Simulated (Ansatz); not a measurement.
# C2H5FN2Si: a ladder of functionals and wavefunction methods

How much do the methods differ for C2H5FN2Si? The plan is to run it at one geometry with functionals of several rungs and with coupled cluster. The yardstick is the atomisation energy at the CCSD(T) limit.

Computed with Ansatz 0.2.0, Gaussian basis. Level: functionals in def2-TZVPP, the program's frozen cores in correlated methods.

Plan: PBE-D4, r2SCAN-D4, PBE0-D4, B3LYP-D4, ωB97X-V, ωB97M-V, B2PLYP; CCSD(T)/def2-TZVPP; MP2/def2-QZVPP; extrapolation to the limit.

## Step 1: The geometry

The geometry comes from an earlier relaxation with PBE0-D4 in a triple-zeta def2 set; it is a stationary point, not always the lowest conformer.

SMILES `CN1C=N[SiH]1F`, 11 atoms, charge 0, spin multiplicity 1.

Atoms are counted from 1 here; the program's logs count them from 0.

Bond lengths: C1–N2 1.438 Å, C1–H7 1.093 Å, C1–H8 1.096 Å, C1–H9 1.091 Å, N2–C3 1.386 Å, N2–Si5 1.759 Å, C3–N4 1.299 Å, C3–H10 1.095 Å, N4–Si5 1.744 Å, Si5–F6 1.584 Å, Si5–H11 1.475 Å. Angles: N2–C1–H7 109.8°, N2–C1–H8 113.1°, N2–C1–H9 109.9°, H7–C1–H8 108.0°, H7–C1–H9 107.6°, H8–C1–H9 108.3°, C1–N2–C3 126.3°, C1–N2–Si5 144.9°, C3–N2–Si5 81.4°, N2–C3–N4 113.6°, N2–C3–H10 120.6°, N4–C3–H10 125.8°, C3–N4–Si5 84.4°, N2–Si5–N4 79.8°, N2–Si5–F6 115.7°, N2–Si5–H11 115.4°, N4–Si5–F6 119.9°, N4–Si5–H11 117.6° and more.

## Step 2: PBE-D4 (GGA)

File in.yaml:

```yaml
crystal:
  periodic: [false, false, false]
  atoms:
    - {symbol: C, position_ang: [-0.305863, -0.697700, 1.367646]}
    - {symbol: N, position_ang: [0.030830, 0.129401, 0.240490]}
    - {symbol: C, position_ang: [1.263767, 0.195603, -0.389923]}
    - {symbol: N, position_ang: [1.220809, 0.765200, -1.556120]}
    - {symbol: Si, position_ang: [-0.507922, 0.708997, -1.330161]}
    - {symbol: F, position_ang: [-1.346967, 2.052448, -1.315738]}
    - {symbol: H, position_ang: [0.549544, -0.765814, 2.044741]}
    - {symbol: H, position_ang: [-0.594721, -1.715621, 1.082281]}
    - {symbol: H, position_ang: [-1.131670, -0.250711, 1.923215]}
    - {symbol: H, position_ang: [2.158653, -0.215557, 0.089416]}
    - {symbol: H, position_ang: [-1.270960, -0.263346, -2.135249]}
basis:
  gaussian: {orbitals: def2-TZVPP}
hamiltonian: {xc: pbe, dispersion: d4}
output: {forces: true, orbitals: {seedname: orbitals}}
```

Started as:

```bash
$ ansatz run in.yaml --threads 4 --pin off --events-out ev --progress --plain --max-ram 10444MiB
```

After this run come: r2SCAN-D4 (meta-GGA); PBE0-D4 (hybrid); B3LYP-D4 (hybrid); ωB97X-V (range-separated); ωB97M-V (range-separated); B2PLYP (double hybrid); CCSD(T) in def2-TZVPP; MP2 in def2-QZVPP.

Q: Predict the results of all the runs planned. Wanted: atomisation energy, CCSD(T)/CBS; farthest; mean size of error, hybrid; mean size of error, range-separated; gap, smallest and largest; T1 diagnostic; triples share of the correlation energy.

**Answer**, as computed:

```
                               quantity                                 value
        atomisation energy, CCSD(T)/CBS                             45.856 eV
    functionals within 0.229 eV (0.5 %)                   r2SCAN-D4, B3LYP-D4
                               farthest                    PBE-D4 (+1.491 eV)
             mean size of error, hybrid                              0.175 eV
    mean size of error, range-separated                              0.304 eV
              gap, smallest and largest  4.31 eV (PBE-D4), 11.13 eV (ωB97X-V)
                          T1 diagnostic                                0.0141
triples share of the correlation energy                                 4.1 %
```

PBE-D4 misses by +1.491 eV. Double hybrids carry the basis error of their MP2 part in triple zeta, and no dispersion term here, so their miss is partly the set-up's. The reference freezes the cores and leaves out relativity and excitations past (T), so misses under about 0.229 eV can't be ranked. Hartree-Fock recovers 69 % of the binding; the rest is correlation. Orbital gaps span 4.3 to 11.1 eV; exact exchange widens them.
